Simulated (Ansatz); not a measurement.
This was printed by a script on the Ansatz DFT code, driven from Python, for a ladder of methods at one geometry of C₃H₅GeN, SMILES C=[CH][GeH2][C]#N. What did the script look like? Use (for the species named): PBE0, def2-SVP basis, multiplicity 1. The script varies functional: pbe0, blyp, revpbe, r2scan, hf, cam_b3lyp.

```yaml
atoms:
  - { symbol: C, position_ang: [-1.5793, -0.7210, 0.1673] }
  - { symbol: C, position_ang: [-0.9597, 0.3285, -0.3711] }
  - { symbol: Ge, position_ang: [0.8286, 0.7945, 0.1620] }
  - { symbol: C, position_ang: [1.9983, -0.6444, -0.2237] }
  - { symbol: N, position_ang: [2.7123, -1.5238, -0.4594] }
  - { symbol: H, position_ang: [-1.0866, -1.3333, 0.9160] }
  - { symbol: H, position_ang: [-2.5884, -0.9735, -0.1412] }
  - { symbol: H, position_ang: [-1.4643, 0.9323, -1.1182] }
  - { symbol: H, position_ang: [1.2864, 2.0544, -0.6159] }
  - { symbol: H, position_ang: [0.8528, 1.0864, 1.6840] }
```

Output of `python methods_c3h5gen.py`:
```text
functional    E (Ha)        dipole (D)   HOMO (eV)  LUMO (eV)
pbe0         -2248.168772     3.692      -8.431     -0.946
blyp         -2248.623662     3.551      -7.024     -1.720
revpbe       -2248.433837     3.558      -7.189     -1.830
r2scan       -2248.527317     3.717      -7.520     -1.777
hf           -2245.901673     3.851     -10.898      2.755
cam_b3lyp    -2248.663717     3.665      -9.722      0.279
```

One script that gives this output:

Script `methods_c3h5gen.py`:
```python
"""One geometry of C3H5GeN, method by method."""

from pathlib import Path

import ansatz as az
import numpy as np

geometry = (
    az.Crystal.molecule()
    .atom("C", (-1.5793, -0.721, 0.1673))
    .atom("C", (-0.9597, 0.3285, -0.3711))
    .atom("Ge", (0.8286, 0.7945, 0.162))
    .atom("C", (1.9983, -0.6444, -0.2237))
    .atom("N", (2.7123, -1.5238, -0.4594))
    .atom("H", (-1.0866, -1.3333, 0.916))
    .atom("H", (-2.5884, -0.9735, -0.1412))
    .atom("H", (-1.4643, 0.9323, -1.1182))
    .atom("H", (1.2864, 2.0544, -0.6159))
    .atom("H", (0.8528, 1.0864, 1.684))
)

calculation = geometry.calculation().basis(gaussian="def2-SVP")

print("functional    E (Ha)        dipole (D)   HOMO (eV)  LUMO (eV)")
for name in ["pbe0", "blyp", "revpbe", "r2scan", "hf", "cam_b3lyp"]:
    r = calculation.functional(name).forces().orbitals().run(runs_dir="runs").report
    lines = Path(r["orbitals_path"]).read_text().splitlines()
    field_of = lambda key: [line.split("=")[1].strip() for line in lines if line.startswith(key)]
    orbitals = [(27.211386 * float(e), s, float(n)) for e, s, n in zip(field_of("Ene="), field_of("Spin="), field_of("Occup="))]
    homo = max(e for e, _, n in orbitals if n > 0.5)
    lumo = min(e for e, _, n in orbitals if n < 0.5)
    dipole = 4.803205 * np.linalg.norm(r["charge_distribution"]["dipole_moment_e_ang"])
    print(f"{name:10s} {r['free_energy_ev'] / 27.211386246:14.6f} {dipole:9.3f} {homo:11.3f} {lumo:10.3f}")
```

Notes:
- Total energies depend on the basis set; only differences at equal settings carry meaning.
- The geometry is a force-field or estimated start, not a minimum of this method, and the basis set is short of its limit. A lower total doesn't mark the better method: functionals have no common bound, and MP2 and coupled cluster aren't variational.
- Levels such as HOMO and LUMO are orbital energies: with these approximate functionals they aren't the ionisation energy and electron affinity, and their gap isn't the fundamental gap.
- Finished in 30 s on 1 thread of Arm Neoverse V1, with other jobs on the host, peak memory 0.37 GiB.

(Lines on the test bed's own set-up are left out of the output.)
